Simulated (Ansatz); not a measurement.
Task: a single point from an input written key by key of C₄H₅AlO, SMILES [AlH2][c]1ccco1, with the Ansatz DFT code, driven from Python. Give the script and its output. Level of theory: PBE, def2-SVP basis, multiplicity 1.

```csv
atom,x (Å),y (Å),z (Å)
Al,2.3810,0.1014,-0.0200
C,0.4238,0.0105,0.1384
C,-0.4769,0.0282,-0.9065
C,-1.7261,-0.0551,-0.3315
C,-1.5138,-0.1187,1.0293
O,-0.2249,-0.0775,1.2768
H,3.0583,0.2069,-1.4622
H,3.2894,0.0697,1.2928
H,-0.2515,0.0940,-1.9628
H,-2.6790,-0.0680,-0.8433
H,-2.2804,-0.1915,1.7891
```

`c4h5alo.py`:
```python
"""C4H5AlO through the session interface."""

import logging
import sys

import ansatz

logging.basicConfig(stream=sys.stdout, format="%(levelname)s %(message)s")
log = logging.getLogger("calc")
log.setLevel(logging.INFO)

DECK = """
crystal:
  periodic: [false, false, false]
  atoms:
    - { symbol: Al, position_ang: [2.381, 0.1014, -0.02] }
    - { symbol: C, position_ang: [0.4238, 0.0105, 0.1384] }
    - { symbol: C, position_ang: [-0.4769, 0.0282, -0.9065] }
    - { symbol: C, position_ang: [-1.7261, -0.0551, -0.3315] }
    - { symbol: C, position_ang: [-1.5138, -0.1187, 1.0293] }
    - { symbol: O, position_ang: [-0.2249, -0.0775, 1.2768] }
    - { symbol: H, position_ang: [3.0583, 0.2069, -1.4622] }
    - { symbol: H, position_ang: [3.2894, 0.0697, 1.2928] }
    - { symbol: H, position_ang: [-0.2515, 0.094, -1.9628] }
    - { symbol: H, position_ang: [-2.679, -0.068, -0.8433] }
    - { symbol: H, position_ang: [-2.2804, -0.1915, 1.7891] }
basis:
  gaussian: { orbitals: def2-SVP }
hamiltonian:
  xc: pbe
"""

session = ansatz.Session.from_yaml(DECK)
summary = session.plan(threads=1).execute().report

for key in ("converged", "free_energy_ev", "reference_energy_ev", "n_frozen", "n_occupied", "n_virtual"):
    log.info(f"{key:22s} {summary[key]}")
symbols = ["Al", "C", "C", "C", "C", "O", "H", "H", "H", "H", "H"]
```

```console
$ python c4h5alo.py
INFO converged              True
INFO free_energy_ev         -12853.956241153428
INFO reference_energy_ev    -12853.956241153428
INFO n_frozen               0
INFO n_occupied             [25, 25]
INFO n_virtual              [88, 88]
```

Total energies depend on the basis set; only differences at equal settings carry meaning. The geometry is a force-field or estimated start, not a minimum of this method, and the basis set is short of its limit. Run time: 3.7 s on 1 thread of Arm Neoverse V1, on a shared host, peak memory 0.19 GiB.
